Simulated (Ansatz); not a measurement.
# One shape, several levels: GaHClF (SMILES [F][GaH][Cl])

Wanted: a comparison of 3 runs (HF/STO-3G, B3LYP/6-31G*) of GaHClF. 

The calculation is run with Ansatz 0.2.0.

10 further runs of the same task are left out: 1 for a known fault of the program, 3 that didn't finish, 6 set aside as unsound or not needed.

## (1) The molecule

The species is GaHClF (4 atoms), meant as a singlet with charge 0. As SMILES, `[F][GaH][Cl]`. Geometry: relaxed at PBE0-D4/def2-TZVP.

Bond lengths: F1–Ga2 1.744 Å, Ga2–Cl3 2.122 Å, Ga2–H4 1.541 Å. Angles: F1–Ga2–Cl3 113.4°, F1–Ga2–H4 120.8°, Cl3–Ga2–H4 125.8°.

## (2) Energy and forces at HF/STO-3G (run 1)

Input file input.yaml:

```yaml
crystal:
  periodic: [false, false, false]
  atoms:
    - {symbol: F, position_ang: [-1.686800, 0.040400, 0.266300]}
    - {symbol: Ga, position_ang: [0.024200, 0.133600, -0.059000]}
    - {symbol: Cl, position_ang: [1.066200, -1.658900, 0.391700]}
    - {symbol: H, position_ang: [0.652000, 1.424600, -0.619400]}
basis:
  gaussian:
    orbitals: STO-3G
hamiltonian:
  xc: hf
accuracy: high
output: {forces: true, orbitals: {seedname: orbitals}}
```

On the command line:

```sh
$ ansatz run input.yaml --threads 1 --pin off --max-ram 2610MiB --events-out events.jsonl --progress --plain --runs-dir runs
```

Standard output:

```text
Warning: RAYON_NUM_THREADS=1 ignored (pool sized by the plan → 1); use --threads N
Functional definition: HF
  name "HF"
  exchange = exact_x
  correlation = 0
528 factors; integrals over basis functions are off by at most 6.8e-8 eV
mean field evaluation 1: about -66778.1635 eV, gradient 2.1e1 eV
mean field evaluation 2: about -66778.2127 eV, gradient 2.1e1 eV
mean field evaluation 4: about -66780.6689 eV, gradient 1.8e0 eV
mean field evaluation 8: about -66780.6983 eV, gradient 6.2e-3 eV
mean field -66780.69828322 eV, -2454.1453963254 hartree, gradient 2.2e-8 eV, S^2 0.000000; 0 other end points of the search recorded, 0 dependent functions left out
the calculation of the forces begins
reference -66780.69828322 eV, -2454.1453963254 hartree; 29, 29 occupied and 4, 4 virtual orbitals, 528 factors
Total energy: -66780.69828322 eV, -2454.1453963254 hartree
Atom 0 at    -1.686800     0.040400     0.266300 Å, force     3.540149     0.007547    -0.608008 eV/Å
Atom 1 at     0.024200     0.133600    -0.059000 Å, force    -1.372883     1.246402    -0.202852 eV/Å
Atom 2 at     1.066200    -1.658900     0.391700 Å, force    -0.926547     1.277811    -0.289825 eV/Å
Atom 3 at     0.652000     1.424600    -0.619400 Å, force    -1.240718    -2.531759     1.100685 eV/Å
Dipole moment:    -0.078215     0.459404    -0.147787 e Å
```

Run time: 0.97 s. Hardware: 1 thread of AMD EPYC 7R43 (Zen 3), shared host.

## (3) Energy and gradient at B3LYP/6-31G(d) (spherical functions) (run 2)

Input file in.yaml:

```yaml
crystal:
  periodic: [false, false, false]
  atoms:
    - {symbol: F, position_ang: [-1.686800, 0.040400, 0.266300]}
    - {symbol: Ga, position_ang: [0.024200, 0.133600, -0.059000]}
    - {symbol: Cl, position_ang: [1.066200, -1.658900, 0.391700]}
    - {symbol: H, position_ang: [0.652000, 1.424600, -0.619400]}
basis:
  gaussian:
    orbitals: 6-31G_st_-spherical.json
accuracy: high
hamiltonian:
  xc: {name: B3LYP}
total_charge: 0
output: {forces: true, orbitals: {seedname: orbitals}}
```

The basis set 6-31G* is read from a file made from the Basis Set Exchange's data (not shown).

On the command line:

```sh
$ ansatz run in.yaml --threads 1 --pin off --max-ram 2610MiB --events-out events.jsonl --progress --plain --runs-dir runs
```

Standard output, shortened:

```text
Warning: RAYON_NUM_THREADS=1 ignored (pool sized by the plan → 1); use --threads N
Functional definition: B3LYP
  name "B3LYP"
[...]
1297 factors; integrals over basis functions are off by at most 4.1e-9 eV
[...]
mean field -67629.62886488 eV, -2485.3430197755 hartree, gradient 6.8e-9 eV, S^2 0.000000; 0 other end points of the search recorded, 0 dependent functions left out
[...]
reference -67629.62890105 eV, -2485.3430211046 hartree; 29, 29 occupied and 37, 37 virtual orbitals, 1297 factors
Total energy: -67629.62890105 eV, -2485.3430211046 hartree
Atom 0 at    -1.686800     0.040400     0.266300 Å, force    -0.171591     0.014048     0.024465 eV/Å
Atom 1 at     0.024200     0.133600    -0.059000 Å, force    -0.209001     0.261878    -0.056280 eV/Å
Atom 2 at     1.066200    -1.658900     0.391700 Å, force     0.286080    -0.428608     0.101495 eV/Å
Atom 3 at     0.652000     1.424600    -0.619400 Å, force     0.094512     0.152683    -0.069680 eV/Å
Dipole moment:     0.230582     0.332453    -0.156055 e Å
```

It took 8.1 s on 1 thread of AMD EPYC 7R43 (Zen 3), shared host.

## (4) Energy and gradient at B3LYP/6-31G(d) (Cartesian functions) (run 3)

Input file job.yaml:

```yaml
crystal:
  periodic: [false, false, false]
  atoms:
    - {symbol: F, position_ang: [-1.686800, 0.040400, 0.266300]}
    - {symbol: Ga, position_ang: [0.024200, 0.133600, -0.059000]}
    - {symbol: Cl, position_ang: [1.066200, -1.658900, 0.391700]}
    - {symbol: H, position_ang: [0.652000, 1.424600, -0.619400]}
basis:
  gaussian:
    orbitals: "6-31G*"
hamiltonian:
  xc: {name: B3LYP}
accuracy: high
output: {forces: true, orbitals: {seedname: orbitals}}
```

On the command line:

```sh
$ ansatz run job.yaml --threads 1 --pin off --max-ram 2610MiB --events-out events.jsonl --progress --plain --runs-dir runs
```

Standard output, shortened:

```text
Warning: RAYON_NUM_THREADS=1 ignored (pool sized by the plan → 1); use --threads N
[... 2 set-up lines as earlier in the session ...]
[...]
1317 factors; integrals over basis functions are off by at most 4.1e-9 eV
[...]
mean field -67629.90791570 eV, -2485.3532747040 hartree, gradient 5.7e-9 eV, S^2 0.000000; 0 other end points of the search recorded, 0 dependent functions left out
[...]
reference -67629.90795194 eV, -2485.3532760358 hartree; 29, 29 occupied and 42, 42 virtual orbitals, 1317 factors
Total energy: -67629.90795194 eV, -2485.3532760358 hartree
Atom 0 at    -1.686800     0.040400     0.266300 Å, force    -0.080315     0.025164     0.004955 eV/Å
Atom 1 at     0.024200     0.133600    -0.059000 Å, force    -0.265500     0.296429    -0.058744 eV/Å
Atom 2 at     1.066200    -1.658900     0.391700 Å, force     0.282287    -0.414161     0.097075 eV/Å
Atom 3 at     0.652000     1.424600    -0.619400 Å, force     0.063529     0.092567    -0.043286 eV/Å
Dipole moment:     0.225353     0.332000    -0.155002 e Å
```

Run time: 7.8 s. Hardware: 1 thread of AMD EPYC 7R43 (Zen 3), shared host.

## (5) The series

```
run                               level  Cartesian functions   energy (Eh)  dipole moment (D)  HOMO energy (eV)  LUMO energy (eV)  wall time
  1                           HF/STO-3G                   no  -2454.145396               2.35             -8.80              4.47     0.97 s
  2  B3LYP/6-31G* (spherical functions)                   no  -2485.343021               2.08             -8.98             -1.76      8.1 s
  3  B3LYP/6-31G* (Cartesian functions)                  yes  -2485.353276               2.07             -8.97             -1.74      7.8 s
```

## (6) Results

| quantity | value |
| --- | --- |
| run 3: total energy | -2485.35328 Eh |
| run 3: dipole moment | 2.07 D |
| run 3: HOMO energy | -8.97 eV |
| run 3: LUMO energy | -1.74 eV |
| run 3: HOMO–LUMO gap | 7.23 eV |
| run 3: largest force on an atom | 0.511 eV/Å |

**Reading.** The dipole moment (its size) runs from 2.07 D (B3LYP/6-31G*) to 2.35 D (HF/STO-3G). The two ends differ in method and basis. The HOMO–LUMO gap runs from 7.21 eV (B3LYP/6-31G*) to 13.27 eV (HF/STO-3G). In run 1 the basis is minimal, so the values are rough. All runs together took 17 s, the longest 8.1 s.
